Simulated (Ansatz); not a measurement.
**GeI2F2: one species, many methods**

An exercise on one series of results from a longer session: the logs are not shown, and one member is left open.

Method: functionals in def2-TZVPP, the program's frozen cores in correlated methods; program: Ansatz 0.2.0, Gaussian basis.

The runs, in order: LDA (SPW92), PBE-D4, revPBE-D4, BLYP-D4, r2SCAN-D4, B97M-V, PBE0-D4, B3LYP-D4, r2SCANh-D4, r2SCAN0-D4, HSE06-D4, BHLYP-D4, CAM-B3LYP-D4, LC-ωPBE, ωB97X-V, ωB97M-V, B2PLYP, PBE-QIDH; CCSD(T)/def2-SVP; CCSD(T)/def2-TZVPP; MP2/def2-QZVPP; extrapolation to the limit; RPA on PBE.

### The geometry

An earlier PBE0-D4 in a triple-zeta def2 set relaxation fixed the geometry. I takes the def2 core potential; no spin-orbit term is included.

SMILES `[F][Ge]([F])([I])[I]`, 5 atoms, charge 0, spin multiplicity 1.

Atoms are counted from 1 here; the program's logs count them from 0.

Bond lengths: F1–Ge2 1.716 Å, Ge2–F3 1.716 Å, Ge2–I4 2.466 Å, Ge2–I5 2.466 Å. Angles: F1–Ge2–F3 104.3°, F1–Ge2–I4 109.0°, F1–Ge2–I5 109.0°, F3–Ge2–I4 109.0°, F3–Ge2–I5 109.0°, I4–Ge2–I5 116.0°.

The first run:

File in.yaml:

```yaml
crystal:
  periodic: [false, false, false]
  atoms:
    - {symbol: F, position_ang: [0.144188, -0.113430, 1.764351]}
    - {symbol: Ge, position_ang: [0.072331, -0.069488, 0.050025]}
    - {symbol: F, position_ang: [1.295611, -1.163102, -0.453566]}
    - {symbol: I, position_ang: [-2.121036, -0.926807, -0.682823]}
    - {symbol: I, position_ang: [0.658706, 2.199227, -0.719389]}
basis:
  gaussian: {orbitals: def2-TZVPP}
hamiltonian: {xc: lda}
output: {orbitals: {seedname: orbitals}}
```

On the command line:

```sh
ansatz run in.yaml --threads 4 --pin off --events-out ev --progress --plain --max-ram 10444MiB
```

Among the steps run: LDA; PBE-D4 (GGA); revPBE-D4 (GGA); BLYP-D4 (GGA); r2SCAN-D4 (meta-GGA); B97M-V (meta-GGA); PBE0-D4 (hybrid); B3LYP-D4 (hybrid); r2SCANh-D4 (hybrid); r2SCAN0-D4 (hybrid); HSE06-D4 (hybrid); BHLYP-D4 (hybrid); CAM-B3LYP-D4 (range-separated); LC-ωPBE (range-separated); ωB97X-V (range-separated); ωB97M-V (range-separated); B2PLYP (double hybrid); PBE-QIDH (double hybrid).

One of the session's tables, all rows but one given; the rest of the session is left out.

It belongs to the step «Frontier levels by functional». 

```
  functional  HOMO (eV)  LUMO (eV)  gap (eV)
 LDA (SPW92)      -7.33      -3.90      3.43
      PBE-D4      -7.15      -3.58      3.57
   revPBE-D4      -7.09      -3.47      3.62
     BLYP-D4      -6.96      -3.51      3.44
   r2SCAN-D4      -7.48      -3.43      4.05
      B97M-V      -7.45      -3.24      4.21
     PBE0-D4      -8.32      -2.77      5.55
    B3LYP-D4      -8.06      -3.05      5.01
  r2SCANh-D4      -7.90      -3.14      4.76
  r2SCAN0-D4      -8.53      -2.70      5.84
    HSE06-D4      -7.93      -3.14      4.79
    BHLYP-D4      -9.30      -1.89      7.42
CAM-B3LYP-D4          ?          ?         ?
     LC-ωPBE     -10.90      -0.67     10.23
     ωB97X-V     -10.55      -0.73      9.82
     ωB97M-V     -10.42      -0.88      9.54
```

Estimate the missing values for CAM-B3LYP-D4.

As computed: HOMO (eV): -9.56; LUMO (eV): -1.83; gap (eV): 7.73. In the column «HOMO (eV)» it lies between ωB97M-V (-10.42) and BHLYP-D4 (-9.30).
